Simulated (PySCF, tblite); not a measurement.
# C5H11NSSi: geometry, infrared bands and NMR shifts

Aim: predict the infrared bands and NMR shifts of C5H11NSSi (`CC#CCN(C)[SiH2]S`).

Computed with tblite 0.8.0 and PySCF 2.14.0, with density-fitted response routines of our own, on a single molecule in the gas phase. Atoms count from 0, in the outputs and in this text.

## 1. The molecule as given

19 atoms, charge 0, multiplicity 1; geometry from: force field or distance geometry start.

Bonds of the start (Å): C0–C1 1.46, C1–C2 1.23, C2–C3 1.46, C3–N4 1.43, N4–C5 1.44, N4–Si6 1.78, Si6–S7 2.16, C0–H8 1.13, C0–H9 1.11, C0–H10 1.11, C3–H11 1.13, C3–H12 1.10, C5–H13 1.13, C5–H14 1.10, C5–H15 1.11, Si6–H16 1.49, Si6–H17 1.46, S7–H18 1.42.

## 2. Relaxing the molecule with GFN2-xTB

The job: settings as JSON, then the geometry in Å.

```
{"job": {"kind": "relax", "xc": "GFN2-xTB", "basis": "xTB"}, "charge": 0, "multiplicity": 1}
C     -3.777200    -1.061800    -0.369700
C     -2.528100    -0.370700    -0.067200
C     -1.464000     0.184500     0.190900
C     -0.209800     0.888600     0.453400
N      0.886100     0.041600     0.081300
C      1.007900    -0.171800    -1.337700
Si     2.406100     0.519200     0.867200
S      3.197200    -1.187200     1.921800
H     -4.633600    -0.458300     0.054700
H     -3.846900    -1.139600    -1.472200
H     -3.839400    -2.056500     0.119200
H     -0.097400     1.067400     1.567900
H     -0.177100     1.895700     0.008900
H      0.390300    -1.074400    -1.610900
H      0.641600     0.644300    -1.972800
H      2.054800    -0.460600    -1.582100
H      2.099500     1.633900     1.807000
H      3.327500     0.981400    -0.169900
H      4.552600    -1.291800     1.502600
```

Launch:

```
> OMP_NUM_THREADS=1 python probes_run.py task.json out
```

One launch serves the whole session: the jobs run in the order shown.

The log of the run:

```text
step      E/eV     max force
  0    -657.83163    2.653
  1    -657.92118    6.976
  2    -658.13635    1.192
  3    -658.20123    0.752
  4    -658.23960    0.415
  5    -658.27191    0.475
  6    -658.29493    0.422
  7    -658.31522    0.302
  8    -658.33406    0.360
  9    -658.35112    0.401
 10    -658.36330    0.287
 11    -658.37281    0.275
 12    -658.38152    0.305
 13    -658.38933    0.252
 14    -658.39466    0.199
 15    -658.39832    0.128
 16    -658.40141    0.164
 17    -658.40418    0.148
 18    -658.40661    0.129
 19    -658.40880    0.103
 20    -658.41089    0.115
 21    -658.41278    0.110
 22    -658.41437    0.092
 23    -658.41581    0.090
 24    -658.41733    0.113
 25    -658.41905    0.116
 26    -658.42091    0.095
 27    -658.42282    0.089
 28    -658.42478    0.101
 29    -658.42685    0.113
 30    -658.42894    0.114
 31    -658.43104    0.111
 32    -658.43323    0.118
 33    -658.43556    0.122
 34    -658.43832    0.158
 35    -658.44213    0.166
 36    -658.44764    0.167
 37    -658.45496    0.162
 38    -658.46110    0.288
 39    -658.44541    0.823
 40    -658.46602    0.284
 41    -658.46625    0.171
 42    -658.47314    0.129
 43    -658.47545    0.137
 44    -658.47954    0.285
 45    -658.48291    0.128
 46    -658.48519    0.113
 47    -658.48695    0.110
 48    -658.49074    0.109
 49    -658.49356    0.127
 50    -658.49614    0.130
 51    -658.49780    0.088
 52    -658.49862    0.155
 53    -658.49970    0.082
 54    -658.50087    0.084
 55    -658.50351    0.107
 56    -658.50545    0.107
 57    -658.50729    0.133
 58    -658.50897    0.145
 59    -658.51142    0.156
 60    -658.51391    0.116
 61    -658.51598    0.125
 62    -658.51720    0.103
 63    -658.51835    0.109
 64    -658.51946    0.084
 65    -658.52208    0.084
 66    -658.52399    0.086
 67    -658.52655    0.122
 68    -658.52873    0.148
 69    -658.53150    0.170
 70    -658.53358    0.307
 71    -658.53795    0.192
 72    -658.54394    0.126
 73    -658.54953    0.083
 74    -658.55522    0.190
 75    -658.55769    0.128
 76    -658.56143    0.120
 77    -658.56536    0.118
 78    -658.56694    0.145
 79    -658.56922    0.223
 80    -658.57223    0.117
 81    -658.57458    0.155
 82    -658.57298    0.303
 83    -658.57932    0.167
 84    -658.58112    0.125
 85    -658.58479    0.090
 86    -658.58687    0.098
 87    -658.58880    0.097
 88    -658.58985    0.096
 89    -658.59095    0.068
 90    -658.59200    0.085
 91    -658.59290    0.054
 92    -658.59351    0.053
 93    -658.59411    0.077
 94    -658.59501    0.081
 95    -658.59616    0.097
 96    -658.59744    0.060
 97    -658.59855    0.061
 98    -658.59948    0.087
 99    -658.60015    0.082
100    -658.60059    0.045
101    -658.60090    0.040
102    -658.60117    0.058
103    -658.60144    0.037
104    -658.60174    0.064
105    -658.60203    0.091
106    -658.60238    0.048
107    -658.60279    0.042
108    -658.60308    0.041
109    -658.60338    0.046
110    -658.60376    0.058
111    -658.60424    0.055
112    -658.60466    0.041
113    -658.60499    0.053
114    -658.60528    0.041
115    -658.60575    0.062
116    -658.60645    0.065
117    -658.60696    0.054
118    -658.60746    0.054
119    -658.60807    0.071
120    -658.60873    0.072
121    -658.60925    0.048
122    -658.60961    0.041
123    -658.60993    0.048
124    -658.61037    0.067
125    -658.61089    0.080
126    -658.61135    0.052
127    -658.61173    0.049
128    -658.61211    0.057
129    -658.61281    0.087
130    -658.61353    0.084
131    -658.61426    0.062
132    -658.61474    0.062
133    -658.61510    0.075
134    -658.61546    0.110
135    -658.61618    0.094
136    -658.61779    0.049
137    -658.61884    0.073
138    -658.61961    0.134
139    -658.62117    0.123
140    -658.62389    0.153
141    -658.62570    0.195
142    -658.62707    0.119
143    -658.62882    0.069
144    -658.63036    0.079
145    -658.63176    0.084
146    -658.63254    0.090
147    -658.63325    0.085
148    -658.63420    0.080
149    -658.63497    0.071
150    -658.63582    0.068
151    -658.63656    0.053
152    -658.63720    0.064
153    -658.63772    0.062
154    -658.63821    0.057
155    -658.63870    0.063
156    -658.63920    0.049
157    -658.63970    0.050
158    -658.64023    0.062
159    -658.64079    0.048
160    -658.64135    0.059
161    -658.64185    0.045
162    -658.64222    0.037
163    -658.64248    0.033
164    -658.64272    0.031
165    -658.64300    0.032
166    -658.64341    0.039
167    -658.64388    0.039
168    -658.64435    0.048
169    -658.64471    0.046
170    -658.64496    0.042
171    -658.64513    0.041
172    -658.64528    0.029
173    -658.64544    0.027
174    -658.64561    0.039
175    -658.64580    0.041
176    -658.64600    0.041
177    -658.64623    0.041
178    -658.64653    0.049
179    -658.64686    0.053
180    -658.64722    0.053
181    -658.64766    0.044
182    -658.64806    0.034
183    -658.64830    0.027
184    -658.64839    0.021
185    -658.64843    0.012
186    -658.64847    0.015
187    -658.64850    0.012
188    -658.64851    0.008
```

It took 5.3 s on 1 thread of Intel Xeon at 2.50GHz, shared host; peak memory 0.18 GiB.

The steps of the relaxation: (not every step is listed)

| step | energy from step 0 (eV) | largest force (eV/Å) |
| --- | --- | --- |
| 0 | 0.0000 | 2.6525 |
| 1 | -0.0896 | 6.9761 |
| 2 | -0.3047 | 1.1923 |
| 3 | -0.3696 | 0.7515 |
| 4 | -0.4080 | 0.4152 |
| 5 | -0.4403 | 0.4755 |
| 6 | -0.4633 | 0.4217 |
| 7 | -0.4836 | 0.3015 |
| 8 | -0.5024 | 0.3597 |
| 25 | -0.5874 | 0.1165 |
| 42 | -0.6415 | 0.1285 |
| 59 | -0.6798 | 0.1559 |
| 76 | -0.7298 | 0.1204 |
| 93 | -0.7625 | 0.0771 |
| 110 | -0.7721 | 0.0580 |
| 127 | -0.7801 | 0.0493 |
| 144 | -0.7987 | 0.0789 |
| 161 | -0.8102 | 0.0445 |
| 178 | -0.8149 | 0.0494 |
| 183 | -0.8167 | 0.0275 |
| 184 | -0.8168 | 0.0212 |
| 185 | -0.8168 | 0.0124 |
| 186 | -0.8168 | 0.0154 |
| 187 | -0.8169 | 0.0120 |
| 188 | -0.8169 | 0.0083 |

Distances of close pairs at the start and the end, largest changes first:

| bond | before (Å) | after (Å) | change (Å) |
| --- | --- | --- | --- |
| S7–H18 | 1.423 | 1.322 | -0.101 |
| N4–Si6 | 1.777 | 1.707 | -0.070 |
| C3–H11 | 1.134 | 1.093 | -0.041 |
| C0–H8 | 1.130 | 1.090 | -0.041 |
| C5–H13 | 1.127 | 1.095 | -0.032 |
| C1–C2 | 1.228 | 1.199 | -0.029 |
| C5–H15 | 1.113 | 1.087 | -0.026 |
| Si6–H16 | 1.490 | 1.467 | -0.023 |

The next job starts from the end point, and lists it.

## 3. Vibrational analysis with GFN2-xTB

The job: settings as JSON, then the geometry in Å.

```
{"job": {"kind": "ir", "xc": "GFN2-xTB", "basis": "xTB"}, "charge": 0, "multiplicity": 1}
C     -3.485990    -0.988511     0.152821
C     -2.300537    -0.168315     0.028462
C     -1.340908     0.544115    -0.066234
C     -0.121770     1.323501    -0.209287
N      1.065814     0.496395    -0.293523
C      1.140577    -0.263311    -1.520206
Si     1.847751     0.045398     1.154873
S      3.686381    -0.889780     0.546218
H     -4.271022    -0.432820     0.665028
H     -3.845201    -1.278828    -0.834387
H     -3.258137    -1.887544     0.724958
H     -0.019455     1.990645     0.650537
H     -0.190691     1.934450    -1.119646
H      0.295500    -0.952300    -1.620477
H      1.131545     0.420335    -2.373805
H      2.065125    -0.834530    -1.541409
H      1.170817    -0.912934     2.035679
H      2.172088     1.276057     1.871484
H      4.248307    -0.838020     1.741455
```

The log of the run:

```text
mode    cm-1     km/mol
  1      19.9      0.01
  2      33.7      0.33
  3      43.8      3.51
  4      88.0      1.56
  5     137.7     30.97
  6     141.2      4.90
  7     176.2      1.32
  8     200.6      1.53
  9     229.2      4.46
 10     265.9      1.38
 11     292.8      1.27
 12     304.1      1.56
 13     377.1      0.34
 14     505.1     11.42
 15     514.8    116.65
 16     521.6     45.20
 17     580.3      6.16
 18     698.1     11.05
 19     711.2    162.90
 20     765.5    287.47
 21     787.1     43.54
 22     807.2    196.50
 23     947.0     11.28
 24    1023.7     19.13
 25    1030.2     17.88
 26    1042.4     90.18
 27    1109.8      1.23
 28    1154.6     14.08
 29    1181.3     55.41
 30    1207.5     21.11
 31    1305.8     16.61
 32    1325.5     77.47
 33    1389.8      2.71
 34    1424.4      2.24
 35    1442.8      1.93
 36    1455.6      5.18
 37    1456.9      5.49
 38    1477.6      2.77
 39    1502.3      4.74
 40    2210.4    299.48
 41    2281.8    192.24
 42    2409.7     15.84
 43    2489.9    116.08
 44    2884.5     46.77
 45    2926.4     35.18
 46    2951.2     30.21
 47    2959.5     65.05
 48    3002.3     22.87
 49    3004.2     22.43
 50    3011.1     28.32
 51    3042.1     26.84
```

It took 2.6 s on 1 thread of Intel Xeon at 2.50GHz, shared host; peak memory 0.18 GiB.

The strongest bands and the atoms that carry them (share of the mass-weighted mode):

| cm⁻¹ | km/mol | atoms |
| --- | --- | --- |
| 515 | 116.7 | H16 33 %, H17 29 %, Si6 18 % |
| 711 | 162.9 | H17 27 %, H16 23 %, H18 17 %, C5 11 % |
| 766 | 287.5 | H16 25 %, H17 20 %, C3 18 %, Si6 17 % |
| 807 | 196.5 | H17 42 %, H16 37 %, Si6 11 % |
| 1042 | 90.2 | H15 30 %, C3 16 %, N4 15 %, C5 12 % |
| 2210 | 299.5 | H16 89 % |
| 2282 | 192.2 | H17 89 % |
| 2490 | 116.1 | H18 97 % |

## 4. Nuclear shieldings: PBE0/pcSseg-1

The job, as its differences from that of step 3:

```diff
@@ -1,2 +1,2 @@
-{"job": {"kind": "ir", "xc": "GFN2-xTB", "basis": "xTB"}, "charge": 0, "multiplicity": 1}
+{"job": {"kind": "nmr", "xc": "PBE0", "basis": "pcSseg-1"}, "charge": 0, "multiplicity": 1}
 C     -3.485990    -0.988511     0.152821
```

Method: GIAO PBE0/pcSseg-1 NMR shielding, non-relativistic, gas phase.

The log of the run:

```text
coarse grid: 16560 points
cycle   1  E = -938.8260060404  dE =  9.299e-01  |g| = 4.523e-01  |ddm| = 4.297e+00
cycle   2  E = -938.8265262124  dE = -5.202e-04  |g| = 4.681e-01  |ddm| = 1.334e+00
cycle   3  E = -938.8793476238  dE = -5.282e-02  |g| = 8.784e-02  |ddm| = 6.909e-01
cycle   4  E = -938.8806773711  dE = -1.330e-03  |g| = 3.488e-02  |ddm| = 1.155e-01
cycle   5  E = -938.8809371595  dE = -2.598e-04  |g| = 7.859e-03  |ddm| = 4.140e-02
cycle   6  E = -938.8809443794  dE = -7.220e-06  |g| = 5.751e-03  |ddm| = 1.121e-02
cycle   7  E = -938.8809521739  dE = -7.795e-06  |g| = 1.027e-03  |ddm| = 4.855e-03
final grid: 149800 points
cycle   8  E = -938.9287367645  dE = -3.200e-05  |g| = 7.822e-03  |ddm| = 4.618e-02
cycle   9  E = -938.9287297899  dE =  6.975e-06  |g| = 9.455e-03  |ddm| = 2.051e-02
cycle  10  E = -938.9287509332  dE = -2.114e-05  |g| = 2.216e-03  |ddm| = 1.152e-02
cycle  11  E = -938.9287520925  dE = -1.159e-06  |g| = 3.323e-04  |ddm| = 1.828e-03
cycle  12  E = -938.9287521139  dE = -2.136e-08  |g| = 1.497e-04  |ddm| = 3.776e-04
cycle  13  E = -938.9287521186  dE = -4.736e-09  |g| = 2.547e-05  |ddm| = 1.439e-04
cycle  14  E = -938.9287521188  dE = -1.289e-10  |g| = 6.297e-06  |ddm| = 2.949e-05
converged SCF energy = -938.9287521188

GIAO shielding tensors (ppm)
atom      isotropic    diamagn.    paramagn.     s11        s22        s33       span
  0 C      182.346     252.755     -70.409    174.988    175.317    196.734     21.746
  1 C       99.595     266.985    -167.390     14.499     24.531    259.753    245.254
  2 C      104.093     268.666    -164.573     12.036     24.354    275.889    263.853
  3 C      142.987     245.609    -102.622    119.924    135.170    173.866     53.942
  4 N      240.826     328.913     -88.087    213.828    228.029    280.621     66.794
  5 C      150.760     246.406     -95.646    128.408    140.011    183.861     55.453
  6 Si     371.747     881.081    -509.334    335.802    351.600    427.838     92.036
  7 S      767.317    1057.858    -290.541    648.047    691.609    962.294    314.248
  8 H       29.702      26.620       3.082     24.444     27.720     36.941     12.498
  9 H       29.687      28.208       1.479     24.470     27.997     36.594     12.124
 10 H       29.707      30.815      -1.108     24.307     28.484     36.330     12.024
 11 H       27.950      30.771      -2.821     22.580     28.109     33.160     10.580
 12 H       28.178      29.801      -1.624     22.332     28.011     34.190     11.858
 13 H       28.705      31.838      -3.133     23.952     27.862     34.301     10.349
 14 H       29.525      29.797      -0.272     25.429     26.291     36.854     11.425
 15 H       28.965      30.825      -1.860     22.163     31.307     33.426     11.262
 16 H       26.020      31.150      -5.130     21.331     25.700     31.029      9.699
 17 H       26.517      30.607      -4.091     22.435     25.318     31.797      9.361
 18 H       31.983      29.064       2.918     23.866     27.122     44.960     21.094
```

Run time: 95 s. Hardware: 1 thread of Intel Xeon at 2.50GHz, shared host; peak memory 0.92 GiB.

Shifts follow as δ = σ(reference) − σ, with reference shieldings (ppm) from runs at the same level and on the same kind of geometry: 1H TMS 31.72, 13C TMS 186.9, 29Si TMS 349.2, 15N NH3 267.7, 33S CS2 504. The references are single molecules in the gas phase, so shifts against H2O, NH3, PH3, H3PO4 or CFCl3 are not on the usual liquid scales and can be off by tens of ppm. Atoms listed in one row are averaged.

| atoms | environment | σ (ppm) | δ (ppm) | δ scaled to CDCl3 |
| --- | --- | --- | --- | --- |
| C1 | alkyne carbon | 99.6 | 87.3 | 83.3 |
| C2 | alkyne carbon | 104.1 | 82.8 | 78.9 |
| C3 | propargylic sp3 CH2 bonded to N | 143.0 | 43.9 | 41.0 |
| C5 | methyl carbon bonded to N | 150.8 | 36.2 | 33.4 |
| C0 | propargylic methyl carbon | 182.3 | 4.6 | 2.6 |
| H16, H17 | hydrogen on a silicon bonded to N, S | 26.27 | 5.45 | – |
| H11, H12 | hydrogen on a propargylic sp3 CH2 bonded to N | 28.06 | 3.65 | 3.55 |
| H13, H14, H15 | hydrogen on a methyl carbon bonded to N | 29.07 | 2.65 | 2.61 |
| H8, H9, H10 | hydrogen on a propargylic methyl carbon | 29.70 | 2.02 | 2.01 |
| H18 | hydrogen on a sulfur bonded to Si | 31.98 | -0.27 | – |
| N4 | nitrogen bonded to 2 C, Si | 240.8 | 26.9 | – |
| Si6 | silicon bonded to N, S, 2 H | 371.7 | -22.6 | – |
| S7 | sulfur bonded to Si, H | 767 | -264 | – |

The scaled column applies a straight-line fit of computed shieldings to shifts measured in CDCl3, with any fitted terms for Cl, Br or S neighbours (root-mean-square error 0.16 ppm for H, 1.9 ppm for C).

The run also stored atomic charges by several schemes (e):

| atoms | Mulliken | IAO | Hirshfeld | ESP fit |
| --- | --- | --- | --- | --- |
| C0 | -0.18 | -0.44 | -0.10 | -0.52 |
| C1 | -0.28 | -0.05 | -0.05 | 0.05 |
| C2 | -0.09 | -0.10 | -0.07 | -0.07 |
| C3 | 0.03 | -0.16 | -0.01 | -0.43 |
| N4 | -0.77 | -0.51 | -0.17 | -0.11 |
| C5 | -0.07 | -0.30 | -0.07 | -0.42 |
| Si6 | 0.72 | 0.84 | 0.34 | 0.34 |
| S7 | -0.43 | -0.34 | -0.15 | -0.47 |

Mayer bond orders: C0–C1 1.21, C1–C2 2.65, C2–C3 1.04, C3–N4 0.98, N4–C5 0.95, N4–Si6 1.00, Si6–S7 0.98.

## 5. What came out

| quantity | value |
| --- | --- |
| strongest single infrared mode (GFN2-xTB) | 2210 cm⁻¹, 299 km/mol |
| zero-point energy (GFN2-xTB) | 89.9 kcal/mol |
| 13C shifts against TMS (PBE0/pcSseg-1) | 87.3, 82.8, 43.9, 36.2, 4.6 ppm |
| 1H shifts against TMS (PBE0/pcSseg-1, means over atoms taken as alike) | 5.45, 3.65, 2.65, 2.02, -0.27 ppm |
| 15N shifts against NH3 (PBE0/pcSseg-1) | 26.9 ppm |
| 29Si shifts against TMS (PBE0/pcSseg-1) | -22.6 ppm |
| 33S shifts against CS2 (PBE0/pcSseg-1) | -264 ppm |

What this shows: The optimisation took 188 steps and gained 0.817 eV; among the close pairs (by a distance rule), S7–H18 changed most, from 1.423 to 1.322 Å. No mode is imaginary among the 51: a minimum at this level. The strongest single mode, at 2210 cm⁻¹, moves mainly H16. Unscaled tight-binding wavenumbers are off by several per cent, some by more. Its intensities can rank the bands wrongly. At PBE0/pcSseg-1: Shielding is most anisotropic at S7 (span 314 ppm, paramagnetic term -291 ppm).
